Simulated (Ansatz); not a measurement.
# CH3OSSb: the cost of one run

Program: Ansatz 0.2.0. Level of theory: UKS B3LYP/def2-SVP. These are calculated values, not measurements.

**1. Starting point**

Bond lengths: O1–C2 1.260 Å, C2–S3 1.762 Å, C2–Sb4 2.085 Å, S3–H5 1.423 Å, Sb4–H6 1.729 Å, Sb4–H7 1.745 Å. Angles: O1–C2–S3 118.0°, O1–C2–Sb4 123.7°, S3–C2–Sb4 118.3°, C2–S3–H5 93.0°, C2–Sb4–H6 95.6°, C2–Sb4–H7 92.9°, H6–Sb4–H7 94.4°.

As a file:

```xyz
7

O     0.1236   -2.0426    0.1824
C     0.0623   -0.8059    0.4143
S     1.4656   -0.0309    1.1465
Sb   -1.5890    0.3781   -0.0516
H     2.0567    0.2610   -0.1145
H    -0.7731    1.8900    0.1438
H    -1.2847    0.2822   -1.7667
```

**2. Relaxing end A**

The input, input.yaml:

```yaml
crystal:
  periodic: [false, false, false]
  atoms:
    - { symbol: O, position_ang: [0.1236, -2.0426, 0.1824] }
    - { symbol: C, position_ang: [0.0623, -0.8059, 0.4143] }
    - { symbol: S, position_ang: [1.4656, -0.0309, 1.1465] }
    - { symbol: Sb, position_ang: [-1.589, 0.3781, -0.0516] }
    - { symbol: H, position_ang: [2.0567, 0.261, -0.1145] }
    - { symbol: H, position_ang: [-0.7731, 1.89, 0.1438] }
    - { symbol: H, position_ang: [-1.2847, 0.2822, -1.7667] }
magnetization:
  spin_polarized: true
basis:
  gaussian: { orbitals: def2-SVP }
hamiltonian:
  xc: b3lyp
relax:
  f_tol: 0.02
  max_steps: 50
output:
  orbitals: {}
```

Started as:

```
ansatz run input.yaml --threads 2 --pin off --max-ram 3072MiB --backend cpu --events-out ev --progress --plain --runs-dir out
```

**Question.** How long does this run take on 2 threads of Arm Neoverse V1, shared host, and how much memory does it need?

About 63 s, with a peak of 0.28 GiB.
